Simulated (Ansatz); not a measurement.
# CH₆BFSSi: a ladder of functionals and wavefunction methods

One table from this session's results is given with a row withheld; the runs are named, their logs left out.

The runs use Ansatz 0.2.0, Gaussian basis; functionals in def2-TZVPP, the program's frozen cores in correlated methods.

Plan: LDA (SPW92), PBE-D4, revPBE-D4, BLYP-D4, r2SCAN-D4, B97M-V, PBE0-D4, B3LYP-D4, r2SCANh-D4, r2SCAN0-D4, HSE06-D4, BHLYP-D4, CAM-B3LYP-D4, LC-ωPBE, ωB97X-V, ωB97M-V, B2PLYP, PBE-QIDH; CCSD(T)/def2-SVP; CCSD(T)/def2-TZVPP; MP2/def2-QZVPP; extrapolation to the limit; RPA on PBE.

### The geometry

An earlier PBE0-D4 in a triple-zeta def2 set relaxation fixed the geometry.

SMILES `C[SiH](F)BS`, 11 atoms, charge 0, spin multiplicity 1.

Atoms are counted from 1 here; the program's logs count them from 0.

Bond lengths: C1–Si2 1.863 Å, C1–H6 1.094 Å, C1–H7 1.092 Å, C1–H8 1.093 Å, Si2–F3 1.611 Å, Si2–B4 2.007 Å, Si2–H9 1.492 Å, B4–S5 1.763 Å, B4–H10 1.195 Å, S5–H11 1.346 Å. Angles: Si2–C1–H6 110.7°, Si2–C1–H7 111.6°, Si2–C1–H8 110.4°, H6–C1–H7 108.3°, H6–C1–H8 107.5°, H7–C1–H8 108.3°, C1–Si2–F3 107.9°, C1–Si2–B4 114.0°, C1–Si2–H9 109.3°, F3–Si2–B4 109.5°, F3–Si2–H9 106.8°, B4–Si2–H9 109.0°, Si2–B4–S5 123.7°, Si2–B4–H10 123.3°, S5–B4–H10 113.1°, B4–S5–H11 100.6°.

The first run:

The input, in.yaml:

```yaml
crystal:
  periodic: [false, false, false]
  atoms:
    - {symbol: C, position_ang: [-0.763816, -0.885418, 0.976915]}
    - {symbol: Si, position_ang: [0.849026, -0.361488, 0.204390]}
    - {symbol: F, position_ang: [1.901713, -0.089454, 1.392653]}
    - {symbol: B, position_ang: [0.708720, 1.272005, -0.953927]}
    - {symbol: S, position_ang: [-0.753180, 1.727936, -1.827006]}
    - {symbol: H, position_ang: [-1.480978, -1.187767, 0.208159]}
    - {symbol: H, position_ang: [-1.209566, -0.078120, 1.562455]}
    - {symbol: H, position_ang: [-0.608883, -1.742670, 1.636339]}
    - {symbol: H, position_ang: [1.396652, -1.488046, -0.606789]}
    - {symbol: H, position_ang: [1.622814, 2.015382, -1.151795]}
    - {symbol: H, position_ang: [-1.597001, 0.760541, -1.420695]}
basis:
  gaussian: {orbitals: def2-TZVPP}
hamiltonian: {xc: lda}
output: {orbitals: {seedname: orbitals}}
```

Among the steps run: LDA; PBE-D4 (GGA); revPBE-D4 (GGA); BLYP-D4 (GGA); r2SCAN-D4 (meta-GGA); B97M-V (meta-GGA); PBE0-D4 (hybrid); B3LYP-D4 (hybrid); r2SCANh-D4 (hybrid); r2SCAN0-D4 (hybrid); HSE06-D4 (hybrid); BHLYP-D4 (hybrid); CAM-B3LYP-D4 (range-separated); LC-ωPBE (range-separated); ωB97X-V (range-separated); ωB97M-V (range-separated); B2PLYP (double hybrid); PBE-QIDH (double hybrid).

One table of the session follows, with a row left open; its other results are not shown here.

It belongs to the step «Frontier levels by functional». 

```
  functional  HOMO (eV)  LUMO (eV)  gap (eV)
 LDA (SPW92)          ?          ?         ?
      PBE-D4      -6.75      -2.84      3.91
   revPBE-D4      -6.71      -2.75      3.96
     BLYP-D4      -6.65      -2.65      4.01
   r2SCAN-D4      -7.03      -2.62      4.41
      B97M-V      -7.11      -2.65      4.46
     PBE0-D4      -8.02      -1.95      6.07
    B3LYP-D4      -7.83      -2.11      5.73
  r2SCANh-D4      -7.50      -2.30      5.20
  r2SCAN0-D4      -8.20      -1.82      6.38
    HSE06-D4      -7.62      -2.33      5.29
    BHLYP-D4      -9.23      -0.91      8.32
CAM-B3LYP-D4      -9.39      -0.81      8.58
     LC-ωPBE     -10.70       0.28     10.98
     ωB97X-V     -10.37       0.21     10.58
     ωB97M-V     -10.15       0.02     10.18
```

Estimate the missing values for LDA (SPW92).

The run gave: HOMO (eV): -6.83; LUMO (eV): -3.07; gap (eV): 3.76. In the column «HOMO (eV)» it lies between r2SCAN-D4 (-7.03) and PBE-D4 (-6.75).
